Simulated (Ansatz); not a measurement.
# Si: how the settings move a relaxation

How sensitive is a relaxation of Si to its settings? A reference run comes first, then two runs with altered input.

Program: Ansatz 0.2.0. Level of theory: reference: DFT, r2SCAN, PAW with Ansatz's default frozen-core files, scalar-relativistic; relaxation of atoms. These are calculated values, not measurements.

### Step 1. The system as given

Symmetry: P6_3/mmc, No. 194, hexagonal system. Conventional cell: a = 3.813 Å, b = 3.813 Å, c = 6.310 Å, α = 90.00°, β = 90.00°, γ = 120.00°. Si (site symmetry 3m) has 4 Si at 2.34 to 2.36 Å as nearest neighbours.

Structure file:

```cif
data_structure
_symmetry_space_group_name_H-M 'P6_3/mmc'
_symmetry_Int_Tables_number 194
_cell_length_a 3.8129
_cell_length_b 3.8129
_cell_length_c 6.3099
_cell_angle_alpha 90.000
_cell_angle_beta 90.000
_cell_angle_gamma 120.000
_cell_volume 79.44
loop_
_atom_site_label
_atom_site_type_symbol
_atom_site_symmetry_multiplicity
_atom_site_Wyckoff_symbol
_atom_site_fract_x
_atom_site_fract_y
_atom_site_fract_z
_atom_site_occupancy
Si1 Si 4 f 0.33333 0.66667 0.06307 1
```

### Step 2. Reference

input.yaml

```yaml
crystal:
  lattice:
    - [3.81288134107, 0.0, 0.0]
    - [-1.90644067054, 3.30205210298, 0.0]
    - [0.0, 0.0, 6.30987869451]
  atoms:
    - { symbol: Si, position: [0.333333333333, 0.666666666667, 0.063071193113] }
    - { symbol: Si, position: [0.666666666667, 0.333333333333, 0.563071193113] }
    - { symbol: Si, position: [0.333333333333, 0.666666666667, 0.436928806887] }
    - { symbol: Si, position: [0.666666666667, 0.333333333333, 0.936928806887] }
kpoints:
  mp_grid: { grid: [6, 6, 4] }
scf:
  occupations: { method: fixed }
hamiltonian:
  xc: r2scan
  pseudopotentials: { kind: paw }
relax:
  f_tol: 0.002
  max_steps: 80
output:
  forces: true
  stress: true
```

Launch:

```console
ansatz run input.yaml --threads 1 --pin off --max-ram 3072MiB --backend cpu --events-out ev --progress --plain --runs-dir out
```

### Step 3. Variant: occupations.method tetrahedron_uncorrected, mixing.algorithm broyden, mixing.beta 0.9, mixing.ndim 4

input.yaml: that of step 2 with these lines changed.

```diff
@@ -13,3 +13,4 @@
 scf:
-  occupations: { method: fixed }
+  occupations: { method: tetrahedron_uncorrected }
+  mixing: { algorithm: broyden, beta: 0.9, ndim: 4 }
 hamiltonian:
```

### Step 4. Changing settings: symmetry.detect false

input.yaml: that of step 2 with these lines changed.

```diff
@@ -10,2 +10,3 @@
     - { symbol: Si, position: [0.666666666667, 0.333333333333, 0.936928806887] }
+  symmetry: { detect: false }
 kpoints:
```

**Question.** What will these runs give? Wanted: for each run, ending; energy change; pressure; gap; force.

The runs gave:

```tsv
run	ending	energy change	pressure (GPa)	gap (eV)	force (eV/Å)	cycles	time
reference	converged	0	1.6	0.57	0.00	11	9.4 s
1: occupations.method tetrahedron_uncorrected, mixing.algorithm broyden, mixing.beta 0.9, mixing.ndim 4	converged	0.0 meV/atom (σ→0)	1.6	0.57	0.00	9	8.4 s
2: symmetry.detect false	converged	0.0 meV/atom	1.6	0.57	0.00	20	63 s
```

Of the converged runs whose energies compare with the reference's, none moves it noticeably. Of the variants the dearest is «symmetry.detect false» (63 s), the cheapest «occupations.method tetrahedron_uncorrected, mixing.algorithm broyden, mixing.beta 0.9, mixing.ndim 4» (8.4 s), on a shared host.

These are semilocal Kohn-Sham gaps, which aren't the measured quantity. Such gaps usually fall short of the measured ones.
